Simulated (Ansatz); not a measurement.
# Cl4MoS (MoSCl4): the cost of one run

Method: RHF/def2-SVP; program: Ansatz 0.2.0.

## Step 1: The system as given

6 atoms, charge 0, spin multiplicity 1.

Atoms are counted from 1 here; the program's logs count them from 0.

Bond lengths: Mo1–S2 2.092 Å, Mo1–Cl3 2.308 Å, Mo1–Cl4 2.308 Å, Mo1–Cl5 2.308 Å, Mo1–Cl6 2.308 Å. Angles: S2–Mo1–Cl3 103.9°, S2–Mo1–Cl4 103.9°, S2–Mo1–Cl5 103.9°, S2–Mo1–Cl6 103.9°, Cl3–Mo1–Cl4 86.7°, Cl3–Mo1–Cl5 152.2°, Cl3–Mo1–Cl6 86.7°, Cl4–Mo1–Cl5 86.7°, Cl4–Mo1–Cl6 152.3°, Cl5–Mo1–Cl6 86.7°.

As a file:

```xyz
6
charge 0, multiplicity 1
Mo    0.00001   -0.00008    0.02058
S     0.00110   -0.00736    2.11253
Cl    2.23979    0.01431   -0.53558
Cl   -0.01277    2.24273   -0.52419
Cl   -2.24033   -0.01062   -0.53336
Cl    0.01219   -2.23899   -0.53998
```

This geometry comes from a loose relaxation at PBE in a small basis, which is not shown.

## Step 3: Plan of the scan

The axes are (1) angle S2–Mo1–Cl4: 11 values from 59.6 to 149.6 °; (2) angle Cl3–Mo1–Cl6: 11 values from 51.4 to 121.4 °.

Nothing else is relaxed (all other coordinates rigid). Energies count from the relaxed molecule at the same level.

(The set-up runs are not shown.)

## Step 4: Grid point angle S2–Mo1–Cl4 = 104.6°, angle Cl3–Mo1–Cl6 = 86.4°

input.yaml

```yaml
crystal:
  periodic: [false, false, false]
  atoms:
    - { symbol: Mo, position_ang: [2.7e-05, -0.000187, 0.052836] }
    - { symbol: S, position_ang: [0.001071, -0.007475, 2.065057] }
    - { symbol: Cl, position_ang: [2.234453, 0.016075, -0.53055] }
    - { symbol: Cl, position_ang: [-0.012729, 2.236801, -0.521214] }
    - { symbol: Cl, position_ang: [-2.234898, -0.010565, -0.528769] }
    - { symbol: Cl, position_ang: [0.012182, -2.233091, -0.536906] }
basis:
  gaussian: { orbitals: def2-SVP }
hamiltonian:
  xc: hf
output:
  forces: true
```

Run with:

```console
$ ansatz run input.yaml --threads 1 --pin off --max-ram 2560MiB --backend cpu --events-out ev --progress --plain --runs-dir out
```

**Question.** How long does this run take on 1 thread of Intel Xeon 6975P-C (Granite Rapids), shared host, and how much memory does it need?

About 4.5 s, with a peak of 0.39 GiB.
